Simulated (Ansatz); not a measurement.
**NH₂Br (triplet): wave-function methods side by side at distance Br1–H2 along a hydrogen transfer = 1.421 Å, cc-pVTZ**

Aim: climb from Hartree-Fock through coupled cluster and multireference methods for NH₂Br (triplet) at one geometry and basis, and see what each rung misses.

Method: cc-pVTZ, core rule «outside noble gas», up to 15 orbitals frozen; program: Ansatz 0.2.0, Gaussian basis.

The runs, in order: UHF; CCSD(T) on ROHF; CCSD(T) on UHF; BCCD(T) on ROHF; CCSDT(Q) on ROHF; CCSDT(Q) on UHF; CASSCF and NEVPT2, 4 electrons in 4 orbitals; CASSCF and NEVPT2, 14 electrons in 10 orbitals.

### 1 The geometry

The geometry derives from fragments relaxed apart (PBE0/def2-TZVP) and kept rigid, so it is no stationary point. A hydrogen atom is moved between rigid fragments. No spin-orbit coupling is included. The filled d shell of Br may be among the frozen orbitals whatever the setting's name suggests; the logs give the count.

4 atoms, charge 0, spin multiplicity 3.

Atoms are counted from 1 here; the program's logs count them from 0.

Bond lengths: Br1–H2 1.421 Å, N3–H4 1.040 Å.

### 2 UHF

File in.yaml:

```yaml
crystal:
  periodic: [false, false, false]
  atoms:
    - {symbol: Br, position_ang: [-2.014420, 0.251057, 0.000000]}
    - {symbol: H, position_ang: [-0.593820, 0.251057, 0.000000]}
    - {symbol: N, position_ang: [1.169580, 0.251057, 0.000000]}
    - {symbol: H, position_ang: [1.438661, -0.753170, 0.000000]}
basis:
  gaussian: {orbitals: cc-pVTZ}
magnetization: {spin_polarized: true, initial_magnetization: 2}
hamiltonian: {xc: hf}
output: {orbitals: {seedname: orbitals}}
```

Command:

```
ansatz run in.yaml --threads 1 --pin off --events-out ev --progress --plain --max-ram 2816MiB --backend cpu
```

The runs that follow: CCSD(T) on ROHF; CCSD(T) on UHF; BCCD(T) on ROHF; CCSDT(Q) on ROHF; CCSDT(Q) on UHF; CASSCF and NEVPT2, 4 electrons in 4 orbitals; CASSCF and NEVPT2, 14 electrons in 10 orbitals.

Before running them: what should the planned runs give, taken together? Wanted: UCCSDT(Q) below the RHF energy; RMP2 from UCCSDT(Q); UMP2 from UCCSDT(Q); RCCSD from UCCSDT(Q); RCCSD(T) from UCCSDT(Q); UCCSD(T) from UCCSDT(Q); RCCSDT(Q) from UCCSDT(Q); NEVPT2 pair from UCCSDT(Q); NEVPT2 valence from UCCSDT(Q).

As calculated:

```
                         quantity                                                   value
   UCCSDT(Q) below the RHF energy                                             -10.1835 eV
              RMP2 from UCCSDT(Q)                                           +127.9 kJ/mol
              UMP2 from UCCSDT(Q)                                           +129.1 kJ/mol
             RCCSD from UCCSDT(Q)                                            +33.5 kJ/mol
          RCCSD(T) from UCCSDT(Q)                                             +3.8 kJ/mol
          UCCSD(T) from UCCSDT(Q)                                             +3.6 kJ/mol
         RCCSDT(Q) from UCCSDT(Q)                                             +0.2 kJ/mol
       NEVPT2 pair from UCCSDT(Q)                                           +127.7 kJ/mol
    NEVPT2 valence from UCCSDT(Q)                                           +175.6 kJ/mol
levels within 1 kcal/mol (43 meV)  RCCSD(T), UCCSD(T), BCCD(T), RCCSDT, UCCSDT, RCCSDT(Q)
                    T1 diagnostic                                                   0.015
   effectively unpaired electrons                                                    2.01
```

**Reading.** RCCSD(T) misses by +3.8 kJ/mol, 0.4 % of the correlation energy. One determinant dominates. Of the multireference levels listed NEVPT2 pair comes nearest in total energy (+127.7 kJ/mol), which doesn't show that its space is the better one. These misses are within one basis, not against nature; the frozen cores of restricted and unrestricted runs differ, which can shift their rows.
